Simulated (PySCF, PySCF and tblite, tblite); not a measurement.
**C5H8Ge: a path driven as a shift of bonds, and NMR exchange**

How fast is a shift of bonds in C5H8Ge (`[GeH3][CH]1C=CC=C1`), and when do the exchanging lines merge?

Programs: PySCF 2.14.0 with density-fitted response routines of our own, and tblite 0.8.0. All values are computed, except where a source is named. Atoms count from 0 throughout.

## 1. The starting structure

14 atoms, charge 0, multiplicity 1; geometry from: force field or distance geometry start.

Bonds of the start (Å): C1–C2 1.48, C1–C5 1.50, C1–H9 1.10, C2–C3 1.32, C2–H10 1.08, C3–C4 1.46, C3–H11 1.08, C4–C5 1.32, C4–H12 1.08, C5–H13 1.08, Ge0–C1 1.96, Ge0–H6 1.55, Ge0–H7 1.56, Ge0–H8 1.55.

## 2. GFN2-xTB relaxation, start minimum

What the job is given:

```
{"job": {"xc": "GFN2-xTB", "basis": "xTB", "kind": "relax"}, "charge": 0, "multiplicity": 1}
Ge     1.973000    -0.011000     0.378200
C      0.315600    -0.178200    -0.660700
C     -0.475500     1.069100    -0.572600
C     -1.652000     0.846100    -0.006600
C     -1.727400    -0.567300     0.367100
C     -0.609100    -1.163100    -0.009200
H      2.853700     1.095100    -0.258600
H      1.622800     0.386900     1.842500
H      2.727000    -1.363400     0.371000
H      0.525100    -0.463600    -1.700500
H     -0.172900     2.038900    -0.945100
H     -2.422900     1.577300     0.177500
H     -2.565000    -1.052000     0.856900
H     -0.393100    -2.215200     0.138000
```

Launch:

```
$ OMP_NUM_THREADS=1 python ens_run.py task.json out
```

The driver reads the study from task.json and runs its stages one after another.

What it wrote:

```text
step      E/eV     max force
  0    -453.02987    1.441
  1    -453.08429    0.978
  2    -453.11634    0.474
  3    -453.14321    0.373
  4    -453.15382    0.454
  5    -453.16537    0.311
  6    -453.16983    0.166
  7    -453.17247    0.166
  8    -453.17468    0.184
  9    -453.17651    0.172
 10    -453.17778    0.101
 11    -453.17888    0.112
 12    -453.17986    0.080
 13    -453.18066    0.094
 14    -453.18133    0.077
 15    -453.18204    0.083
 16    -453.18290    0.093
 17    -453.18376    0.082
 18    -453.18437    0.070
 19    -453.18476    0.049
 20    -453.18513    0.044
 21    -453.18555    0.057
 22    -453.18596    0.045
 23    -453.18634    0.059
 24    -453.18674    0.073
 25    -453.18722    0.067
 26    -453.18781    0.058
 27    -453.18854    0.072
 28    -453.18956    0.079
 29    -453.19094    0.095
 30    -453.19231    0.092
 31    -453.19314    0.052
 32    -453.19360    0.049
 33    -453.19393    0.042
 34    -453.19428    0.054
 35    -453.19468    0.048
 36    -453.19491    0.025
 37    -453.19500    0.021
 38    -453.19505    0.024
 39    -453.19514    0.023
 40    -453.19523    0.026
 41    -453.19530    0.018
 42    -453.19533    0.013
 43    -453.19535    0.012
 44    -453.19536    0.007
 45    -453.19537    0.005
 46    -453.19537    0.005
 47    -453.19537    0.004
 48    -453.19537    0.004
 49    -453.19538    0.003
 50    -453.19538    0.002
```

It took 0.3 s on 1 thread of Arm Neoverse V1, shared host.

Gain 0.166 eV; displacement 0.13 Å root mean square.

## 3. Relaxed scan, to the middle

What the job is given:

```
{"job": {"xc": "GFN2-xTB", "basis": "xTB", "coordinate": [["d", [0, 1], 1], ["d", [0, 5], -1]], "kind": "drive"}, "charge": 0, "multiplicity": 1}
Ge     1.882149     0.003961     0.406040
C      0.274205    -0.208298    -0.759308
C     -0.482357     1.057239    -0.657010
C     -1.595610     0.845176     0.070996
C     -1.669378    -0.543513     0.426271
C     -0.601784    -1.187922    -0.082927
H      2.790678     1.067340    -0.136019
H      1.465245     0.379356     1.787413
H      2.665938    -1.273718     0.462563
H      0.611813    -0.481531    -1.757928
H     -0.156589     1.981507    -1.101343
H     -2.333922     1.578968     0.343559
H     -2.470028    -0.979713     0.997723
H     -0.381036    -2.239325    -0.022197
```

What it wrote:

```text
point  coordinate     E/eV
  0     -0.657     -453.17232
  1     -0.511     -453.10543
  2     -0.360     -453.00008
  3     -0.197     -452.87165
  4      0.001     -452.78502
```

It took 1.1 s on 1 thread of Arm Neoverse V1, shared host.

The highest point is number 4, 8.9 kcal/mol above the first.

## 4. Relaxed scan, from the middle, back

What the job is given:

```
{"job": {"xc": "GFN2-xTB", "basis": "xTB", "coordinate": [["d", [0, 1], 1], ["d", [0, 5], -1]], "kind": "drive"}, "charge": 0, "multiplicity": 1}
Ge     1.607746    -0.201310     0.555915
C      0.171031     0.015138    -1.109151
C     -0.633199     1.126826    -0.830430
C     -1.524151     0.787998     0.178981
C     -1.326294    -0.533625     0.552017
C     -0.276582    -1.062692    -0.210831
H      2.837513     0.290062    -0.186121
H      1.159278     0.821003     1.544910
H      2.124586    -1.433980     1.276924
H      0.723121    -0.146575    -2.021103
H     -0.577620     2.075756    -1.334317
H     -2.264987     1.445965     0.599053
H     -1.894778    -1.075372     1.287057
H     -0.097615    -2.110843    -0.389866
```

What it wrote:

```text
point  coordinate     E/eV
  0     -0.128     -452.82499
  1     -0.239     -452.90246
  2     -0.338     -452.98045
  3     -0.436     -453.05799
  4     -0.527     -453.11601
  5     -0.619     -453.15863
  6     -0.710     -453.18438
  7     -0.801     -453.19268
```

Run time: 1.2 s. Hardware: 1 thread of Arm Neoverse V1, shared host.

## 5. Relaxed scan, from the middle, on

job is that of step 4.

What it wrote:

```text
point  coordinate     E/eV
  0      0.130     -452.82648
  1      0.240     -452.90401
  2      0.339     -452.98155
  3      0.437     -453.05847
  4      0.528     -453.11629
  5      0.619     -453.15865
  6      0.710     -453.18424
  7      0.801     -453.19259
```

It took 1.2 s on 1 thread of Arm Neoverse V1, shared host.

## 6. Nudged elastic band, leg 1

What the job is given:

```
{"job": {"xc": "GFN2-xTB", "basis": "xTB", "kind": "neb"}, "charge": 0, "multiplicity": 1}
Ge     1.891100     0.010237     0.382652
C      0.272517    -0.212843    -0.765669
C     -0.487926     1.050668    -0.665015
C     -1.596104     0.838428     0.070594
C     -1.662802    -0.548801     0.433449
C     -0.595539    -1.191870    -0.078063
H      2.793107     1.069537    -0.178118
H      1.490004     0.397455     1.765657
H      2.676008    -1.266670     0.441927
H      0.602364    -0.490710    -1.765726
H     -0.167986     1.973892    -1.115851
H     -2.335570     1.571120     0.343299
H     -2.458629    -0.984785     1.011860
H     -0.370695    -2.242201    -0.013007
```

What it wrote:

```text
image   E - E0 / eV
  0       0.0000
  1       0.0339
  2       0.1275
  3       0.4101
  4       0.1319
  5       0.0330
  6       0.0000
```

Run time: 1.9 s. Hardware: 1 thread of Arm Neoverse V1, shared host; peak memory 0.19 GiB.

The highest point is number 3, 9.5 kcal/mol above the first.

## 7. Saddle search, leg 1

What the job is given:

```
{"job": {"xc": "GFN2-xTB", "basis": "xTB", "kind": "saddle"}, "charge": 0, "multiplicity": 1}
Ge     1.606548    -0.195961     0.549881
C      0.166457     0.011666    -1.102180
C     -0.637954     1.125855    -0.821930
C     -1.521082     0.792095     0.193343
C     -1.324418    -0.531720     0.565779
C     -0.285789    -1.064368    -0.204764
H      2.841570     0.280709    -0.193937
H      1.167569     0.830103     1.539337
H      2.105021    -1.438470     1.268112
H      0.705773    -0.153488    -2.021240
H     -0.583186     2.073623    -1.327187
H     -2.254939     1.453287     0.620059
H     -1.883802    -1.070481     1.309318
H     -0.101766    -2.112850    -0.374591
```

What it wrote:

```text
step      E/eV     max force
  0    -452.78528   0.0140
  1    -452.78531   0.0014
lowest wavenumbers (cm-1): -295.4 167.6 198.8 333.8 387.0 515.8
```

It took 1.8 s on 1 thread of Arm Neoverse V1, shared host; peak memory 0.19 GiB.

Point group Cs; 1 imaginary mode, 295i cm⁻¹, carried by C1, C5, Ge0. Steps downhill from it reached both ends.

## 8. DFT refinement, start: B3LYP-D3(BJ)/def2-SVP

What the job is given:

```
{"job": {"xc": "B3LYP", "basis": "def2-SVP", "kind": "refine"}, "charge": 0, "multiplicity": 1}
Ge     1.882149     0.003961     0.406040
C      0.274205    -0.208298    -0.759308
C     -0.482357     1.057239    -0.657010
C     -1.595610     0.845176     0.070996
C     -1.669378    -0.543513     0.426271
C     -0.601784    -1.187922    -0.082927
H      2.790678     1.067340    -0.136019
H      1.465245     0.379356     1.787413
H      2.665938    -1.273718     0.462563
H      0.611813    -0.481531    -1.757928
H     -0.156589     1.981507    -1.101343
H     -2.333922     1.578968     0.343559
H     -2.470028    -0.979713     0.997723
H     -0.381036    -2.239325    -0.022197
```

What it wrote:

```text
step      E/eV     max force
  0    -61823.45457   0.8998
  1    -61823.57103   0.2416
  2    -61823.57692   0.0343
  3    -61823.57703   0.0112
```

Run time: 56 s. Hardware: 1 thread of Arm Neoverse V1, shared host; peak memory 0.66 GiB.

The energy fell by 0.122 eV, and the atoms moved 0.05 Å (root mean square).

**DFT refinement, saddle of leg 1: B3LYP-D3(BJ)/def2-SVP**

What the job is given:

```
{"job": {"xc": "B3LYP", "basis": "def2-SVP", "kind": "refine"}, "charge": 0, "multiplicity": 1}
Ge     1.604785    -0.200184     0.552790
C      0.162565     0.010226    -1.106979
C     -0.637265     1.124931    -0.825209
C     -1.518886     0.793106     0.193816
C     -1.323192    -0.528992     0.567293
C     -0.282656    -1.063347    -0.203071
H      2.835485     0.291131    -0.190151
H      1.158626     0.819958     1.545200
H      2.118231    -1.439389     1.266045
H      0.705040    -0.156935    -2.023574
H     -0.581980     2.072249    -1.331159
H     -2.251032     1.456213     0.620771
H     -1.883637    -1.066357     1.311333
H     -0.106084    -2.112611    -0.377106
```

What it wrote:

```text
step      E/eV     max force
  0    -61822.87026   0.7789
  1    -61822.98879   0.3481
  2    -61822.99835   0.0365
  3    -61822.99850   0.0127
```

Run time: 56 s. Hardware: 1 thread of Arm Neoverse V1, shared host; peak memory 0.68 GiB.

The energy fell by 0.128 eV, and the atoms moved 0.04 Å (root mean square).

## 9. Shieldings, start: PBE0/pcSseg-1

What the job is given:

```
{"job": {"kind": "nmr", "xc": "PBE0", "basis": "pcSseg-1", "pop": false}, "charge": 0, "multiplicity": 1}
Ge     1.914238     0.001875     0.404630
C      0.278197    -0.202814    -0.738804
C     -0.488102     1.073828    -0.656221
C     -1.628367     0.853950     0.054744
C     -1.702988    -0.556127     0.415227
C     -0.608559    -1.201186    -0.074800
H      2.821667     1.096132    -0.199062
H      1.473277     0.389849     1.825007
H      2.689781    -1.333577     0.423701
H      0.657274    -0.477986    -1.736829
H     -0.148166     2.022189    -1.073928
H     -2.372797     1.605428     0.322217
H     -2.511203    -1.009894     0.990845
H     -0.374930    -2.262143     0.021106
```

What it wrote:

```text
coarse grid: 53096 points
cycle   1  E = -2271.4878575832  dE =  3.897e-02  |g| = 9.049e-01  |ddm| = 3.495e+00
cycle   2  E = -2271.4458195667  dE =  4.204e-02  |g| = 9.597e-01  |ddm| = 1.140e+00
cycle   3  E = -2271.5588143993  dE = -1.130e-01  |g| = 1.078e-01  |ddm| = 7.731e-01
cycle   4  E = -2271.5607836872  dE = -1.969e-03  |g| = 5.782e-02  |ddm| = 1.526e-01
cycle   5  E = -2271.5616088052  dE = -8.251e-04  |g| = 1.277e-02  |ddm| = 5.844e-02
cycle   6  E = -2271.5616495206  dE = -4.072e-05  |g| = 3.102e-03  |ddm| = 1.346e-02
cycle   7  E = -2271.5616515318  dE = -2.011e-06  |g| = 6.878e-04  |ddm| = 3.408e-03
final grid: 112056 points
cycle   8  E = -2271.5616313347  dE = -1.347e-08  |g| = 8.653e-04  |ddm| = 2.576e-03
cycle   9  E = -2271.5616312003  dE =  1.344e-07  |g| = 1.189e-03  |ddm| = 1.982e-03
cycle  10  E = -2271.5616315007  dE = -3.004e-07  |g| = 1.569e-04  |ddm| = 1.109e-03
cycle  11  E = -2271.5616315068  dE = -6.136e-09  |g| = 3.184e-05  |ddm| = 1.515e-04
cycle  12  E = -2271.5616315071  dE = -2.483e-10  |g| = 3.615e-06  |ddm| = 3.643e-05
converged SCF energy = -2271.5616315071

GIAO shielding tensors (ppm)
atom      isotropic    diamagn.    paramagn.     s11        s22        s33       span
  0 Ge    1516.965    2756.006   -1239.041   1406.289   1494.793   1649.814    243.525
  1 C      135.846     249.904    -114.058    114.204    144.674    148.661     34.458
  2 C       41.717     253.955    -212.238    -63.271     34.278    154.145    217.416
  3 C       45.828     252.822    -206.993    -54.406     44.080    147.811    202.217
  4 C       45.834     252.821    -206.987    -54.397     44.076    147.822    202.218
  5 C       41.707     253.960    -212.253    -63.261     34.253    154.129    217.391
  6 H       26.790      28.426      -1.635     20.318     22.115     37.939     17.621
  7 H       28.440      28.214       0.226     21.641     25.117     38.562     16.920
  8 H       26.791      28.428      -1.637     20.313     22.120     37.938     17.624
  9 H       27.617      30.177      -2.560     24.197     24.249     34.406     10.209
 10 H       24.480      31.469      -6.989     22.575     23.673     27.192      4.617
 11 H       24.427      30.327      -5.900     22.715     23.355     27.210      4.495
 12 H       24.426      30.328      -5.902     22.715     23.354     27.210      4.495
 13 H       24.481      31.473      -6.993     22.574     23.674     27.194      4.620
```

Wall time 19 s (1 thread of Arm Neoverse V1, shared host); peak memory 0.85 GiB.

This run: HOMO -6.43 eV, LUMO -0.68 eV; dipole 0.41 D.

## 10. Shieldings, saddle of leg 1: PBE0/pcSseg-1

What the job is given:

```
{"job": {"kind": "nmr", "xc": "PBE0", "basis": "pcSseg-1", "pop": false}, "charge": 0, "multiplicity": 1}
Ge     1.626239    -0.199077     0.564169
C      0.143976     0.001288    -1.127643
C     -0.653315     1.135260    -0.845357
C     -1.553020     0.795487     0.180322
C     -1.348430    -0.541351     0.565260
C     -0.301683    -1.073214    -0.223656
H      2.854130     0.294702    -0.248079
H      1.122481     0.849676     1.559265
H      2.108104    -1.498468     1.264689
H      0.763803    -0.147845    -2.012757
H     -0.557649     2.108979    -1.324386
H     -2.269422     1.478587     0.639204
H     -1.877633    -1.074627     1.354126
H     -0.057581    -2.129395    -0.345157
```

What it wrote:

```text
coarse grid: 53096 points
cycle   1  E = -2271.4549618615  dE =  1.169e-01  |g| = 9.328e-01  |ddm| = 3.512e+00
cycle   2  E = -2271.3588909687  dE =  9.607e-02  |g| = 1.087e+00  |ddm| = 1.411e+00
cycle   3  E = -2271.5340416809  dE = -1.752e-01  |g| = 1.603e-01  |ddm| = 1.076e+00
cycle   4  E = -2271.5404538289  dE = -6.412e-03  |g| = 7.197e-02  |ddm| = 2.631e-01
cycle   5  E = -2271.5416815915  dE = -1.228e-03  |g| = 1.727e-02  |ddm| = 8.425e-02
cycle   6  E = -2271.5417615863  dE = -7.999e-05  |g| = 3.548e-03  |ddm| = 1.980e-02
cycle   7  E = -2271.5417638696  dE = -2.283e-06  |g| = 9.120e-04  |ddm| = 3.975e-03
final grid: 112056 points
cycle   8  E = -2271.5417607228  dE = -2.417e-08  |g| = 1.118e-03  |ddm| = 3.261e-03
cycle   9  E = -2271.5417605272  dE =  1.956e-07  |g| = 1.553e-03  |ddm| = 2.800e-03
cycle  10  E = -2271.5417609791  dE = -4.520e-07  |g| = 1.770e-04  |ddm| = 1.554e-03
cycle  11  E = -2271.5417609869  dE = -7.762e-09  |g| = 3.910e-05  |ddm| = 1.899e-04
cycle  12  E = -2271.5417609873  dE = -4.302e-10  |g| = 4.855e-06  |ddm| = 5.531e-05
converged SCF energy = -2271.5417609873

GIAO shielding tensors (ppm)
atom      isotropic    diamagn.    paramagn.     s11        s22        s33       span
  0 Ge    1427.488    2755.569   -1328.081   1107.013   1540.879   1634.573    527.559
  1 C       87.994     252.899    -164.906     15.063     89.686    159.232    144.169
  2 C       57.746     251.238    -193.492    -26.531     37.141    162.628    189.159
  3 C       44.596     252.016    -207.420    -50.876     27.087    157.575    208.451
  4 C       57.765     251.239    -193.474    -26.461     37.142    162.613    189.073
  5 C       87.889     252.907    -165.018     14.876     89.550    159.240    144.365
  6 H       25.515      28.223      -2.708     18.578     21.324     36.642     18.064
  7 H       29.945      28.014       1.931     22.000     27.899     39.937     17.937
  8 H       25.515      28.222      -2.707     18.573     21.327     36.644     18.072
  9 H       25.572      31.995      -6.423     21.923     25.558     29.235      7.312
 10 H       24.478      30.650      -6.172     21.824     24.700     26.910      5.085
 11 H       23.989      29.935      -5.946     21.755     24.877     25.336      3.581
 12 H       24.478      30.650      -6.172     21.824     24.700     26.909      5.085
 13 H       25.571      31.996      -6.425     21.924     25.560     29.229      7.305
```

Run time: 20 s. Hardware: 1 thread of Arm Neoverse V1, shared host; peak memory 0.85 GiB.

This run: HOMO -6.35 eV, LUMO -0.44 eV; dipole 0.89 D.

## 11. Barriers, rates and exchange

What the job is given:

```
{"job": {"smiles": "[GeH3][CH]1C=CC=C1", "charge": 0, "mult": 1, "motion": "shift", "what": "ring whizzing, 1,2-shift on cyclopentadiene", "atoms": [0, 1, 5], "drives": [{"terms": [["d", [0, 1], 1], ["d", [0, 5], -1]], "neg": true, "n": 14}], "study": "path", "level": {"kind": "nmr", "xc": "PBE0", "basis": "pcSseg-1"}, "fields": [80, 270, 400], "first": 5, "seed": 203, "refine": {"xc": "B3LYP", "basis": "def2-SVP"}, "kind": "path"}, "charge": 0, "multiplicity": 1}
Ge     1.882149     0.003961     0.406040
C      0.274205    -0.208298    -0.759308
C     -0.482357     1.057239    -0.657010
C     -1.595610     0.845176     0.070996
C     -1.669378    -0.543513     0.426271
C     -0.601784    -1.187922    -0.082927
H      2.790678     1.067340    -0.136019
H      1.465245     0.379356     1.787413
H      2.665938    -1.273718     0.462563
H      0.611813    -0.481531    -1.757928
H     -0.156589     1.981507    -1.101343
H     -2.333922     1.578968     0.343559
H     -2.470028    -0.979713     0.997723
H     -0.381036    -2.239325    -0.022197
```

What it wrote:

```text
stationary points (kcal/mol above the start)
  n  kind          group   xTB      DFT    lowest mode
  0  minimum      Cs       0.00     0.00      92.4
  1  saddle       Cs       9.46    12.39    -295.4
  2  minimum      Cs       0.00     0.00      92.3

GFN2-xTB energies: T/K, barrier G, reaction G (kcal/mol), k forward, k back (1/s)
 150.00     8.96    -0.01      0.549      0.538
 200.00     9.08    -0.01        988        972
 250.00     9.22    -0.01   9.11e+04   8.99e+04
 298.15     9.36    -0.01   1.72e+06    1.7e+06
 350.00     9.51    -0.01   1.68e+07   1.66e+07
 400.00     9.67    -0.01    8.7e+07   8.61e+07
 500.00    10.00    -0.01   8.88e+08    8.8e+08

B3LYP-D3(BJ)/def2-SVP energies: T/K, barrier G, reaction G (kcal/mol), k forward, k back (1/s)
 150.00    12.85    -0.01    1.2e-06   1.18e-06
 200.00    12.97    -0.01     0.0562     0.0552
 250.00    13.10    -0.01       36.6       36.1
 298.15    13.24    -0.01   2.45e+03   2.42e+03
 350.00    13.40    -0.01    6.3e+04   6.22e+04
 400.00    13.55    -0.01   6.56e+05   6.49e+05
 500.00    13.88    -0.01   1.78e+07   1.76e+07

PBE0/pcSseg-1 + D3(BJ) energies: T/K, barrier G, reaction G (kcal/mol), k forward, k back (1/s)
 150.00    11.90    -0.01    2.9e-05   2.84e-05
 200.00    12.02    -0.01      0.611      0.601
 250.00    12.15    -0.01        247        244
 298.15    12.29    -0.01   1.21e+04    1.2e+04
 350.00    12.45    -0.01   2.46e+05   2.43e+05
 400.00    12.60    -0.01   2.16e+06   2.14e+06
 500.00    12.94    -0.01   4.62e+07   4.58e+07
```

Run time: 2.7 min. Hardware: 1 thread of Arm Neoverse V1, shared host; peak memory 0.85 GiB. This counts the whole study up to here.

Barriers by level (kcal/mol; entropies in cal/(mol K)). Zero-point and thermal terms come from xTB in every row. ΔG‡ leaves symmetry out; the rate counts equivalent paths (a factor of 2); effective ΔG‡, where given, is the barrier that would give that rate by Eyring's equation alone:

```tsv
level	ΔE‡	with zero-point	ΔH‡	ΔS‡	ΔG‡ (298 K)	ΔE of reaction	k at 298 K (1/s)	effective ΔG‡
GFN2-xTB	9.46	8.73	8.28	-3.6	9.36	0.00	1.7e+06	8.94
B3LYP-D3(BJ)/def2-SVP	13.34	12.61	12.16	-3.6	13.24	0.00	2.4e+03	12.83
PBE0/pcSseg-1 + D3(BJ)	12.39	11.67	11.21	-3.6	12.29	0.00	1.2e+04	11.88
```

Sites that the driver pairs across this motion, and where their lines would merge (no couplings; faster rotations or exchange between molecules can average them sooner):

```tsv
nucleus	sites: shielding (ppm)	proton frequency (MHz)	spread (Hz)	coalescence (K)	lines at 298 K
13C	C1: 135.8; C2, C5: 41.7; C3, C4: 45.8	80	1894	283	1
13C	C1: 135.8; C2, C5: 41.7; C3, C4: 45.8	270	6392	300	2
13C	C1: 135.8; C2, C5: 41.7; C3, C4: 45.8	400	9470	306	2
1H	H9: 27.62; H10, H13: 24.48; H11, H12: 24.43	80	255	258	1
1H	H9: 27.62; H10, H13: 24.48; H11, H12: 24.43	270	861	273	1
1H	H9: 27.62; H10, H13: 24.48; H11, H12: 24.43	400	1276	278	1
```

[end of part 1 of 2]
